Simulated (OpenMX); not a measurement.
The system is HPbNO4.

```
H Pb N O
1.0
     4.92453    0.00000    0.00000
     0.00000    5.59720    0.00000
     0.00000    0.00000    7.24347
H Pb N O
2 2 2 8
Direct
  0.00000 0.50000 0.19317
  0.50000 0.00000 0.80683
  0.50000 0.50000 0.95257
  0.00000 0.00000 0.04743
  0.00000 0.00000 0.63654
  0.50000 0.50000 0.36346
  0.00000 0.50000 0.05860
  0.50000 0.00000 0.94140
  0.00000 0.19569 0.72995
  0.00000 0.80431 0.72995
  0.00000 0.00000 0.46750
  0.50000 0.69569 0.27005
  0.50000 0.30431 0.27005
  0.50000 0.50000 0.53250
```

The cell was built by a generator and needn't be a form met in nature.

Program: OpenMX 3.8.5. Alike in all runs: task band structure; no spin polarisation; cell as given; k mesh 7 × 5 × 5; smearing fermi-dirac 0.05 eV.

Q: Order these runs on this cell by their pressure, lowest first.
A. level PBE; potentials or basis OpenMX 2013 PBE set, H5.0-s2, Pb8.0-s3p2d2, N6.0-s2p2, O6.0-s2p2, grid cutoff 500 Ry
B. level PBE; potentials or basis OpenMX 2013 PBE set, H6.0-s2p1, Pb8.0-s3p2d2f1, N6.0-s2p2d1, O6.0-s2p2d1, grid cutoff 500 Ry
C. level LDA; potentials or basis OpenMX 2013 LDA set, H6.0-s2p1, Pb8.0-s3p2d2f1, N6.0-s2p2d1, O6.0-s2p2d1, grid cutoff 500 Ry

A: C (-3.7 GPa), B (2.1 GPa), A (11.4 GPa).

Caveats: the basis of atomic orbitals isn't converged, which shifts pressures, moduli and gaps.
